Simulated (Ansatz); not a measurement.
# AlH₉N₂Si (built from SMILES [NH2][AlH][NH2].[SiH4]): search for a transition state, part 2 of 3

Ansatz 0.2.0, Gaussian basis; PBE0-D4. The steps go on from the part before.

## (7) Relaxing after a step of 0.30 Å one way along the mode

The input, downa/in.yaml:

```yaml
crystal:
  periodic: [false, false, false]
  atoms:
    - {symbol: Al, position_ang: [0.284951, 0.405059, 0.391180]}
    - {symbol: H, position_ang: [1.319323, -1.086172, 0.859255]}
    - {symbol: N, position_ang: [1.141849, 1.525425, -0.660053]}
    - {symbol: N, position_ang: [-0.425643, 0.795078, 1.964939]}
    - {symbol: H, position_ang: [0.836431, -1.248873, 0.367868]}
    - {symbol: Si, position_ang: [-0.849414, -1.267554, -1.134322]}
    - {symbol: H, position_ang: [1.055029, 1.453212, -1.666681]}
    - {symbol: H, position_ang: [1.797189, 2.251988, -0.414161]}
    - {symbol: H, position_ang: [-0.457389, 0.231387, 2.799461]}
    - {symbol: H, position_ang: [-1.176518, 1.472511, 1.989956]}
    - {symbol: H, position_ang: [-1.757463, -0.266648, -1.728814]}
    - {symbol: H, position_ang: [-0.085163, -1.907609, -2.253085]}
    - {symbol: H, position_ang: [-1.683082, -2.357802, -0.515541]}
basis:
  gaussian: {orbitals: def2-TZVP}
hamiltonian: {xc: pbe0, dispersion: d4}
relax: {f_tol: 0.005, max_steps: 200}
```

Started as:

```console
$ ansatz run in.yaml --threads 4 --pin off --events-out ev --progress --plain --max-ram 9574MiB
```

Standard output:

```text
Functional definition: PBE0
  name "PBE0"
  cite "Adamo & Barone, J. Chem. Phys. 110, 6158 (1999) doi:10.1063/1.478522"
  cite "Perdew, Burke & Ernzerhof, Phys. Rev. Lett. 77, 3865 (1996) doi:10.1103/PhysRevLett.77.3865"
  parent pbe
  parameter a = 0.25
  parameter kappa = 0.804
  parameter beta = 0.06672455060314922
  exchange = (1 - a)*pbe_x(kappa = kappa, mu = beta*pi^2/3) + a*exact_x
  correlation = pbe_c(beta = beta)
1253 factors; their error is unknown
mean field evaluation 1: about -17579.4103 eV, gradient 8.5e1 eV
mean field evaluation 2: about -17557.4092 eV, gradient 1.2e2 eV
mean field evaluation 4: about -17592.8983 eV, gradient 3.6e0 eV
mean field evaluation 8: about -17592.9336 eV, gradient 8.6e-2 eV
mean field evaluation 16: about -17592.9801 eV, gradient 5.4e-5 eV
mean field -17592.98013288 eV, -646.5300949330 hartree, gradient 5.4e-5 eV, S^2 0.000000; 0 other end points of the search recorded, 0 dependent functions left out
the calculation of the forces begins
reference -17592.98017260 eV, -646.5300963928 hartree; 25, 25 occupied and 165, 165 virtual orbitals, 1253 factors
relax step   1: F+E_penalty+E_count = -17593.19882948 eV  Δ(F+E_penalty+E_count) = +0.000e0 eV  max|allowed force component| = 2.679e0 eV/Å  Δτ_max = 0.0000 Å  (27 SCF iters, accepted)
these checks for a lower state are left out or cut short: starts, cluster_reference, orbital_swaps, neighbouring_geometries, increment
1253 factors; their error is unknown
mean field -17593.51849497 eV, -646.5498793752 hartree, gradient 2.0e-5 eV, S^2 0.000000; 0 other end points of the search recorded, 0 dependent functions left out
the calculation of the forces begins
reference -17593.51853472 eV, -646.5498808358 hartree; 25, 25 occupied and 165, 165 virtual orbitals, 1253 factors
relax step   2: F+E_penalty+E_count = -17593.73582643 eV  Δ(F+E_penalty+E_count) = -5.370e-1 eV  max|allowed force component| = 6.745e-1 eV/Å  Δτ_max = 0.1943 Å  (30 SCF iters, accepted)
these checks for a lower state are left out or cut short: starts, cluster_reference, orbital_swaps, neighbouring_geometries, increment
1253 factors; their error is unknown
mean field -17593.76685461 eV, -646.5590064234 hartree, gradient 2.1e-5 eV, S^2 0.000000; 0 other end points of the search recorded, 0 dependent functions left out
the calculation of the forces begins
reference -17593.76689408 eV, -646.5590078739 hartree; 25, 25 occupied and 165, 165 virtual orbitals, 1253 factors
relax step   3: F+E_penalty+E_count = -17593.98155924 eV  Δ(F+E_penalty+E_count) = -2.457e-1 eV  max|allowed force component| = 8.093e-1 eV/Å  Δτ_max = 0.1945 Å  (29 SCF iters, accepted)
[... from here on, the SCF cycles and remarks between the steps are left out ...]
relax step   4: F+E_penalty+E_count = -17594.12829186 eV  Δ(F+E_penalty+E_count) = -1.467e-1 eV  max|allowed force component| = 4.454e-1 eV/Å  Δτ_max = 0.1949 Å  (30 SCF iters, accepted)
relax step   5: F+E_penalty+E_count = -17594.19042770 eV  Δ(F+E_penalty+E_count) = -6.214e-2 eV  max|allowed force component| = 1.014e0 eV/Å  Δτ_max = 0.1958 Å  (29 SCF iters, accepted)
relax step   6: F+E_penalty+E_count = -17594.25504816 eV  Δ(F+E_penalty+E_count) = -6.462e-2 eV  max|allowed force component| = 3.334e-1 eV/Å  Δτ_max = 0.2000 Å  (29 SCF iters, accepted)
relax step   7: F+E_penalty+E_count = -17594.29670795 eV  Δ(F+E_penalty+E_count) = -4.166e-2 eV  max|allowed force component| = 4.840e-1 eV/Å  Δτ_max = 0.1922 Å  (29 SCF iters, accepted)
relax step   8: F+E_penalty+E_count = -17594.34095585 eV  Δ(F+E_penalty+E_count) = -4.425e-2 eV  max|allowed force component| = 2.676e-1 eV/Å  Δτ_max = 0.2000 Å  (29 SCF iters, accepted)
relax step   9: F+E_penalty+E_count = -17594.36452075 eV  Δ(F+E_penalty+E_count) = -2.356e-2 eV  max|allowed force component| = 2.465e-1 eV/Å  Δτ_max = 0.1997 Å  (36 SCF iters, accepted)
relax step  10: F+E_penalty+E_count = -17594.38489434 eV  Δ(F+E_penalty+E_count) = -2.037e-2 eV  max|allowed force component| = 6.235e-2 eV/Å  Δτ_max = 0.1998 Å  (29 SCF iters, accepted)
relax step  11: F+E_penalty+E_count = -17594.38829242 eV  Δ(F+E_penalty+E_count) = -3.398e-3 eV  max|allowed force component| = 9.005e-2 eV/Å  Δτ_max = 0.1520 Å  (30 SCF iters, accepted)
relax step  12: F+E_penalty+E_count = -17594.09902387 eV  Δ(F+E_penalty+E_count) = +2.893e-1 eV  max|allowed force component| = 2.561e0 eV/Å  Δτ_max = 0.1954 Å  (28 SCF iters, rejected (line search))
relax step  13: F+E_penalty+E_count = -17594.38932638 eV  Δ(F+E_penalty+E_count) = -1.034e-3 eV  max|allowed force component| = 4.233e-2 eV/Å  Δτ_max = 0.0350 Å  (31 SCF iters, accepted)
relax step  14: F+E_penalty+E_count = -17594.38965008 eV  Δ(F+E_penalty+E_count) = -3.237e-4 eV  max|allowed force component| = 4.128e-2 eV/Å  Δτ_max = 0.0260 Å  (31 SCF iters, accepted)
relax step  15: F+E_penalty+E_count = -17594.38977593 eV  Δ(F+E_penalty+E_count) = -1.258e-4 eV  max|allowed force component| = 2.507e-2 eV/Å  Δτ_max = 0.0170 Å  (32 SCF iters, accepted)
relax step  16: F+E_penalty+E_count = -17594.38993081 eV  Δ(F+E_penalty+E_count) = -1.549e-4 eV  max|allowed force component| = 1.952e-2 eV/Å  Δτ_max = 0.0174 Å  (22 SCF iters, accepted)
relax step  17: F+E_penalty+E_count = -17594.39026465 eV  Δ(F+E_penalty+E_count) = -3.338e-4 eV  max|allowed force component| = 2.087e-2 eV/Å  Δτ_max = 0.0877 Å  (30 SCF iters, accepted)
relax step  18: F+E_penalty+E_count = -17594.38932262 eV  Δ(F+E_penalty+E_count) = +9.420e-4 eV  max|allowed force component| = 9.445e-2 eV/Å  Δτ_max = 0.0722 Å  (30 SCF iters, rejected (line search))
relax step  19: F+E_penalty+E_count = -17594.39048348 eV  Δ(F+E_penalty+E_count) = -2.188e-4 eV  max|allowed force component| = 1.964e-2 eV/Å  Δτ_max = 0.0338 Å  (31 SCF iters, accepted)
relax step  20: F+E_penalty+E_count = -17594.39056342 eV  Δ(F+E_penalty+E_count) = -7.994e-5 eV  max|allowed force component| = 2.590e-2 eV/Å  Δτ_max = 0.0318 Å  (32 SCF iters, accepted)
relax step  21: F+E_penalty+E_count = -17594.39061544 eV  Δ(F+E_penalty+E_count) = -5.203e-5 eV  max|allowed force component| = 2.670e-2 eV/Å  Δτ_max = 0.0270 Å  (32 SCF iters, accepted)
relax step  22: F+E_penalty+E_count = -17594.39064749 eV  Δ(F+E_penalty+E_count) = -3.204e-5 eV  max|allowed force component| = 1.943e-2 eV/Å  Δτ_max = 0.0179 Å  (23 SCF iters, accepted)
relax step  23: F+E_penalty+E_count = -17594.39066563 eV  Δ(F+E_penalty+E_count) = -1.815e-5 eV  max|allowed force component| = 7.689e-3 eV/Å  Δτ_max = 0.0127 Å  (24 SCF iters, accepted)
relax step  24: F+E_penalty+E_count = -17594.39067474 eV  Δ(F+E_penalty+E_count) = -9.102e-6 eV  max|allowed force component| = 2.246e-3 eV/Å  Δτ_max = 0.0095 Å  (24 SCF iters, accepted)
relax step  25: F+E_penalty+E_count = -17594.39068080 eV  Δ(F+E_penalty+E_count) = -6.064e-6 eV  max|allowed force component| = 6.173e-3 eV/Å  Δτ_max = 0.0126 Å  (30 SCF iters, accepted)
relax step  26: F+E_penalty+E_count = -17594.39067380 eV  Δ(F+E_penalty+E_count) = +6.996e-6 eV  max|allowed force component| = 1.593e-2 eV/Å  Δτ_max = 0.0322 Å  (30 SCF iters, rejected (line search))
relax step  27: F+E_penalty+E_count = -17594.39069581 eV  Δ(F+E_penalty+E_count) = -1.501e-5 eV  max|allowed force component| = 1.397e-3 eV/Å  Δτ_max = 0.0153 Å  (31 SCF iters, accepted)
relax step  28: F+E_penalty+E_count = -17594.39070137 eV  Δ(F+E_penalty+E_count) = -5.559e-6 eV  max|allowed force component| = 5.346e-3 eV/Å  Δτ_max = 0.0143 Å  (24 SCF iters, accepted)
relax step  29: F+E_penalty+E_count = -17594.39070958 eV  Δ(F+E_penalty+E_count) = -8.209e-6 eV  max|allowed force component| = 1.499e-2 eV/Å  Δτ_max = 0.0239 Å  (31 SCF iters, accepted)
relax step  30: F+E_penalty+E_count = -17594.39072341 eV  Δ(F+E_penalty+E_count) = -1.383e-5 eV  max|allowed force component| = 1.398e-2 eV/Å  Δτ_max = 0.0110 Å  (23 SCF iters, accepted)
relax step  31: F+E_penalty+E_count = -17594.39075971 eV  Δ(F+E_penalty+E_count) = -3.631e-5 eV  max|allowed force component| = 5.659e-3 eV/Å  Δτ_max = 0.0578 Å  (31 SCF iters, accepted)
relax step  32: F+E_penalty+E_count = -17594.39076846 eV  Δ(F+E_penalty+E_count) = -8.747e-6 eV  max|allowed force component| = 9.175e-3 eV/Å  Δτ_max = 0.0299 Å  (32 SCF iters, accepted)
relax step  33: F+E_penalty+E_count = -17594.39075461 eV  Δ(F+E_penalty+E_count) = +1.385e-5 eV  max|allowed force component| = 2.249e-2 eV/Å  Δτ_max = 0.0501 Å  (31 SCF iters, rejected (line search))
relax step  34: F+E_penalty+E_count = -17594.39079408 eV  Δ(F+E_penalty+E_count) = -2.562e-5 eV  max|allowed force component| = 1.157e-2 eV/Å  Δτ_max = 0.0245 Å  (32 SCF iters, accepted)
relax step  35: F+E_penalty+E_count = -17594.39081251 eV  Δ(F+E_penalty+E_count) = -1.843e-5 eV  max|allowed force component| = 1.340e-2 eV/Å  Δτ_max = 0.0394 Å  (31 SCF iters, accepted)
relax step  36: F+E_penalty+E_count = -17594.39082013 eV  Δ(F+E_penalty+E_count) = -7.616e-6 eV  max|allowed force component| = 2.752e-2 eV/Å  Δτ_max = 0.0551 Å  (31 SCF iters, accepted)
relax step  37: F+E_penalty+E_count = -17594.39081624 eV  Δ(F+E_penalty+E_count) = +3.891e-6 eV  max|allowed force component| = 2.735e-2 eV/Å  Δτ_max = 0.0113 Å  (32 SCF iters, rejected (line search))
relax step  38: F+E_penalty+E_count = -17594.39086147 eV  Δ(F+E_penalty+E_count) = -4.134e-5 eV  max|allowed force component| = 5.290e-3 eV/Å  Δτ_max = 0.0055 Å  (24 SCF iters, accepted)
relax step  39: F+E_penalty+E_count = -17594.39089311 eV  Δ(F+E_penalty+E_count) = -3.165e-5 eV  max|allowed force component| = 5.641e-3 eV/Å  Δτ_max = 0.0372 Å  (31 SCF iters, accepted)
relax step  40: F+E_penalty+E_count = -17594.39073534 eV  Δ(F+E_penalty+E_count) = +1.578e-4 eV  max|allowed force component| = 1.036e-1 eV/Å  Δτ_max = 0.1465 Å  (30 SCF iters, rejected (line search))
relax step  41: F+E_penalty+E_count = -17594.39094806 eV  Δ(F+E_penalty+E_count) = -5.494e-5 eV  max|allowed force component| = 2.524e-2 eV/Å  Δτ_max = 0.0714 Å  (30 SCF iters, accepted)
relax step  42: F+E_penalty+E_count = -17594.39097109 eV  Δ(F+E_penalty+E_count) = -2.303e-5 eV  max|allowed force component| = 4.233e-2 eV/Å  Δτ_max = 0.0467 Å  (31 SCF iters, accepted)
relax step  43: F+E_penalty+E_count = -17594.39102552 eV  Δ(F+E_penalty+E_count) = -5.443e-5 eV  max|allowed force component| = 3.258e-2 eV/Å  Δτ_max = 0.0211 Å  (32 SCF iters, accepted)
relax step  44: F+E_penalty+E_count = -17594.39109848 eV  Δ(F+E_penalty+E_count) = -7.296e-5 eV  max|allowed force component| = 3.507e-2 eV/Å  Δτ_max = 0.1013 Å  (29 SCF iters, accepted)
relax step  45: F+E_penalty+E_count = -17594.39101722 eV  Δ(F+E_penalty+E_count) = +8.126e-5 eV  max|allowed force component| = 8.016e-2 eV/Å  Δτ_max = 0.0586 Å  (31 SCF iters, rejected (line search))
relax step  46: F+E_penalty+E_count = -17594.39119244 eV  Δ(F+E_penalty+E_count) = -9.396e-5 eV  max|allowed force component| = 1.968e-2 eV/Å  Δτ_max = 0.0166 Å  (30 SCF iters, accepted)
relax step  47: F+E_penalty+E_count = -17594.39122987 eV  Δ(F+E_penalty+E_count) = -3.743e-5 eV  max|allowed force component| = 3.075e-2 eV/Å  Δτ_max = 0.0295 Å  (31 SCF iters, accepted)
relax step  48: F+E_penalty+E_count = -17594.39125223 eV  Δ(F+E_penalty+E_count) = -2.236e-5 eV  max|allowed force component| = 2.883e-2 eV/Å  Δτ_max = 0.0143 Å  (32 SCF iters, accepted)
relax step  49: F+E_penalty+E_count = -17594.39129400 eV  Δ(F+E_penalty+E_count) = -4.177e-5 eV  max|allowed force component| = 2.269e-2 eV/Å  Δτ_max = 0.0310 Å  (31 SCF iters, accepted)
relax step  50: F+E_penalty+E_count = -17594.39133068 eV  Δ(F+E_penalty+E_count) = -3.667e-5 eV  max|allowed force component| = 2.460e-2 eV/Å  Δτ_max = 0.0412 Å  (31 SCF iters, accepted)
relax step  51: F+E_penalty+E_count = -17594.39135949 eV  Δ(F+E_penalty+E_count) = -2.881e-5 eV  max|allowed force component| = 3.160e-2 eV/Å  Δτ_max = 0.0341 Å  (31 SCF iters, accepted)
relax step  52: F+E_penalty+E_count = -17594.39139074 eV  Δ(F+E_penalty+E_count) = -3.125e-5 eV  max|allowed force component| = 3.480e-2 eV/Å  Δτ_max = 0.0296 Å  (31 SCF iters, accepted)
relax step  53: F+E_penalty+E_count = -17594.39140100 eV  Δ(F+E_penalty+E_count) = -1.026e-5 eV  max|allowed force component| = 3.208e-2 eV/Å  Δτ_max = 0.0341 Å  (31 SCF iters, accepted)
relax step  54: F+E_penalty+E_count = -17594.39143686 eV  Δ(F+E_penalty+E_count) = -3.586e-5 eV  max|allowed force component| = 3.180e-2 eV/Å  Δτ_max = 0.0342 Å  (31 SCF iters, accepted)
relax step  55: F+E_penalty+E_count = -17594.39143678 eV  Δ(F+E_penalty+E_count) = +7.946e-8 eV  max|allowed force component| = 2.139e-2 eV/Å  Δτ_max = 0.0093 Å  (32 SCF iters, rejected (line search))
relax step  56: F+E_penalty+E_count = -17594.39147650 eV  Δ(F+E_penalty+E_count) = -3.964e-5 eV  max|allowed force component| = 1.749e-2 eV/Å  Δτ_max = 0.0046 Å  (23 SCF iters, accepted)
relax step  57: F+E_penalty+E_count = -17594.39149540 eV  Δ(F+E_penalty+E_count) = -1.890e-5 eV  max|allowed force component| = 7.371e-3 eV/Å  Δτ_max = 0.0103 Å  (23 SCF iters, accepted)
relax step  58: F+E_penalty+E_count = -17594.39152528 eV  Δ(F+E_penalty+E_count) = -2.988e-5 eV  max|allowed force component| = 7.156e-3 eV/Å  Δτ_max = 0.0316 Å  (31 SCF iters, accepted)
relax step  59: F+E_penalty+E_count = -17594.39154982 eV  Δ(F+E_penalty+E_count) = -2.454e-5 eV  max|allowed force component| = 1.303e-2 eV/Å  Δτ_max = 0.0655 Å  (30 SCF iters, accepted)
relax step  60: F+E_penalty+E_count = -17594.39155668 eV  Δ(F+E_penalty+E_count) = -6.860e-6 eV  max|allowed force component| = 9.899e-3 eV/Å  Δτ_max = 0.0088 Å  (22 SCF iters, accepted)
relax step  61: F+E_penalty+E_count = -17594.39156486 eV  Δ(F+E_penalty+E_count) = -8.182e-6 eV  max|allowed force component| = 6.746e-3 eV/Å  Δτ_max = 0.0066 Å  (23 SCF iters, accepted)
relax step  62: F+E_penalty+E_count = -17594.39156834 eV  Δ(F+E_penalty+E_count) = -3.485e-6 eV  max|allowed force component| = 3.308e-3 eV/Å  Δτ_max = 0.0131 Å  (32 SCF iters, accepted)
relax step  63: F+E_penalty+E_count = -17594.39155896 eV  Δ(F+E_penalty+E_count) = +9.389e-6 eV  max|allowed force component| = 8.403e-3 eV/Å  Δτ_max = 0.0308 Å  (31 SCF iters, rejected (line search))
these checks for a lower state are left out or cut short: starts, cluster_reference, orbital_swaps, neighbouring_geometries, increment
1253 factors; their error is unknown
mean field evaluation 448: about -17594.1935 eV, gradient 1.1e-5 eV
mean field -17594.19348963 eV, -646.5746849713 hartree, gradient 1.1e-5 eV, S^2 0.000000; 0 other end points of the search recorded, 0 dependent functions left out
the calculation of the forces begins
reference -17594.19352965 eV, -646.5746864420 hartree; 25, 25 occupied and 165, 165 virtual orbitals, 1253 factors
relax step  64: F+E_penalty+E_count = -17594.39156622 eV  Δ(F+E_penalty+E_count) = +2.124e-6 eV  max|allowed force component| = 3.967e-3 eV/Å  Δτ_max = 0.0151 Å  (32 SCF iters, accepted)
1253 factors; their error is unknown
mean field -17594.19348963 eV, -646.5746849713 hartree, gradient 4.3e-5 eV, S^2 0.000000; 1 other end points of the search recorded, 0 dependent functions left out
the calculation of the forces begins
reference -17594.19352965 eV, -646.5746864420 hartree; 25, 25 occupied and 165, 165 virtual orbitals, 1253 factors
Total energy: -17594.39160624 eV, -646.5819656224 hartree
Atom 0 at    -0.077982     0.750228    -0.035864 Å, force     0.003120    -0.002837     0.003038 eV/Å
Atom 1 at     1.275706    -1.812869     1.548299 Å, force     0.001043    -0.003879    -0.001566 eV/Å
Atom 2 at     0.766864     2.063604    -0.869731 Å, force    -0.001488    -0.001554    -0.000903 eV/Å
Atom 3 at    -0.218747     0.777954     1.730228 Å, force     0.000092     0.001308     0.000326 eV/Å
Atom 4 at     1.456633    -2.494978     1.300967 Å, force    -0.000990     0.003967     0.001393 eV/Å
Atom 5 at    -1.017265    -1.131623    -1.282082 Å, force    -0.001962     0.000993    -0.003280 eV/Å
Atom 6 at     0.891773     2.104373    -1.867800 Å, force    -0.000025     0.000095     0.000833 eV/Å
Atom 7 at     1.188754     2.869164    -0.437064 Å, force    -0.000771    -0.000531     0.000164 eV/Å
Atom 8 at    -0.720030     0.081609     2.257239 Å, force     0.000711     0.000908    -0.001451 eV/Å
Atom 9 at     0.138477     1.487679     2.348977 Å, force    -0.000761    -0.000179     0.000340 eV/Å
Atom 10 at    -1.908830    -0.693314    -2.395376 Å, force    -0.000327    -0.001207    -0.000552 eV/Å
Atom 11 at     0.049030    -1.975964    -1.895967 Å, force     0.000593     0.001059     0.000697 eV/Å
Atom 12 at    -1.824282    -2.025860    -0.401824 Å, force     0.000765     0.001857     0.000959 eV/Å
Dipole moment:     0.131052     0.300318     0.182674 e Å
```

Run time: 6.7 min. Hardware: 4 threads of AMD EPYC, shared host.

Step by step: (not every step is listed)

| step | energy from step 1 (eV) | largest force component (eV/Å) |
| --- | --- | --- |
| 1 | 0.0000 | 2.6795 |
| 2 | -0.5370 | 0.6745 |
| 3 | -0.7827 | 0.8093 |
| 4 | -0.9295 | 0.4454 |
| 5 | -0.9916 | 1.0135 |
| 6 | -1.0562 | 0.3334 |
| 7 | -1.0979 | 0.4840 |
| 8 | -1.1421 | 0.2676 |
| 9 | -1.1657 | 0.2465 |
| 14 | -1.1908 | 0.0413 |
| 19 | -1.1917 | 0.0196 |
| 24 | -1.1918 | 0.0022 |
| 29 | -1.1919 | 0.0150 |
| 34 | -1.1920 | 0.0116 |
| 39 | -1.1921 | 0.0056 |
| 44 | -1.1923 | 0.0351 |
| 49 | -1.1925 | 0.0227 |
| 54 | -1.1926 | 0.0318 |
| 59 | -1.1927 | 0.0130 |
| 60 | -1.1927 | 0.0099 |
| 61 | -1.1927 | 0.0067 |
| 62 | -1.1927 | 0.0033 |
| 63 | -1.1927 | 0.0084 |
| 64 | -1.1927 | 0.0040 |

Distances of close pairs at the start and the end, largest changes first:

| bond | before (Å) | after (Å) | change (Å) |
| --- | --- | --- | --- |
| Al1–H5 | 1.744 | 3.831 | +2.087 |
| Al1–H2 | 1.874 | 3.303 | +1.429 |
| Al1–Si6 | 2.532 | 2.445 | -0.087 |
| H2–H5 | 0.708 | 0.748 | +0.040 |
| Si6–H11 | 1.476 | 1.492 | +0.016 |
| Si6–H13 | 1.506 | 1.492 | -0.014 |
| Al1–N3 | 1.759 | 1.770 | +0.011 |
| N3–H7 | 1.013 | 1.007 | -0.006 |

(Part 2 of 3 ends here.)
